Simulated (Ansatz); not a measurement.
# SiTe5: the cost of one run

Program: Ansatz 0.2.0. Level of theory: DFT PBE, scalar-relativistic, plane waves, PAW. These are calculated values, not measurements.

### 1 Starting point

Symmetry: P-62m, No. 189, hexagonal system. The conventional cell has a = 6.607 Å, b = 6.607 Å, c = 6.072 Å, α = 90.00°, β = 90.00°, γ = 120.00°. Si (site symmetry -62m) is surrounded by 12 Te at 3.69 to 3.81 Å. Around Te (site symmetry -6) lie 9 Te at 3.78 to 3.81 Å and 3 Si at 3.81 Å. Te (site symmetry m2m) has 10 Te at 3.62 to 3.91 Å and 2 Si at 3.69 Å as nearest neighbours.

Coordinates:

```cif
data_structure
_symmetry_space_group_name_H-M 'P-62m'
_symmetry_Int_Tables_number 189
_cell_length_a 6.6068
_cell_length_b 6.6068
_cell_length_c 6.0717
_cell_angle_alpha 90.000
_cell_angle_beta 90.000
_cell_angle_gamma 120.000
_cell_volume 229.52
loop_
_atom_site_label
_atom_site_type_symbol
_atom_site_symmetry_multiplicity
_atom_site_Wyckoff_symbol
_atom_site_fract_x
_atom_site_fract_y
_atom_site_fract_z
_atom_site_occupancy
Si1 Si 1 b 0.00000 0.00000 0.50000 1
Te1 Te 2 d 0.66667 0.33333 0.50000 1
Te2 Te 3 f 0.31656 0.00000 0.00000 1
```

Recipe of the guess: species swapped into a database cell of Mg5Cu (P-62m, No. 189), with Te on the Mg sites and Si on the Cu sites. The dimensions are guesses.

### 2 A first look at the guess

input.yaml reads:

```yaml
crystal:
  lattice:
    - [6.60681538, 0.0, 0.0]
    - [-3.30340769, 5.72166996, 0.0]
    - [0.0, 0.0, 6.07172461]
  atoms:
    - { symbol: Si, position: [0.0, 0.0, 0.5] }
    - { symbol: Te, position: [0.66666667, 0.33333333, 0.5] }
    - { symbol: Te, position: [0.31656, 0.0, 0.0] }
    - { symbol: Te, position: [0.68344, 0.68344, 0.0] }
    - { symbol: Te, position: [0.0, 0.31656, 0.0] }
    - { symbol: Te, position: [0.33333333, 0.66666667, 0.5] }
basis:
  ecutwfc: 420
kpoints:
  mp_grid: { grid: [3, 3, 4] }
hamiltonian:
  xc: pbe
scf:
  occupations: { method: gaussian, width: 0.1 }
  lower_state_search: "off"
output:
  forces: true
  stress: true
  eigenvalues: true
```

On the command line:

```bash
$ ansatz run input.yaml --threads 1 --pin off --max-ram 2560MiB --backend cpu --events-out ev --progress --plain --runs-dir out
```

What time and memory should one allow on 1 thread of Arm Neoverse V2, shared host?

About 9 s, with a peak of 0.4 GiB.
